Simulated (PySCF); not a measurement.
# CH5FOSi: the cost of one run

Programs: PySCF 2.14.0, with density-fitted response routines of our own. Each step states its level of theory. These are calculated values for one molecule in the gas phase, unless marked as measured. Atoms are numbered from 0 throughout.

## 1. The molecule as given

9 atoms, charge 0, multiplicity 1; geometry from: GFN2-xTB. The atoms were then displaced at random by about 0.01 Å, so the start is not that level's minimum.

Bonds of the start (Å): C0–O1 1.38, O1–Si2 1.59, Si2–F3 1.62, C0–H4 1.12, C0–H5 1.09, C0–H6 1.07, Si2–H7 1.47, Si2–H8 1.48.

## 2. Optimising the geometry at PBE0-D3(BJ)/def2-SVP

Job settings and geometry (Å):

```
{"job": {"xc": "PBE0", "basis": "def2-SVP", "d3": "d3bj", "grid": 1, "shake": 0.01, "kind": "geom"}, "charge": 0, "multiplicity": 1}
C     -1.343050     0.007560    -0.278580
O     -0.122360     0.647040    -0.143300
Si     1.297260     0.089540     0.312830
F      1.814410    -1.098060    -0.663220
H     -2.049540     0.750540    -0.738030
H     -1.755610    -0.272930     0.687360
H     -1.282760    -0.844270    -0.931090
H      2.171720     1.246320     0.073610
H      1.327740    -0.542900     1.646690
```

Run with:

```sh
$ OMP_NUM_THREADS=1 python probes_run.py task.json out
```

The driver reads the jobs from task.json and runs them one after another.

Q: Estimate the wall time and peak memory of this first job on 1 thread of Arm Neoverse V2, shared host.

About 25 s, with a peak of 0.35 GiB.
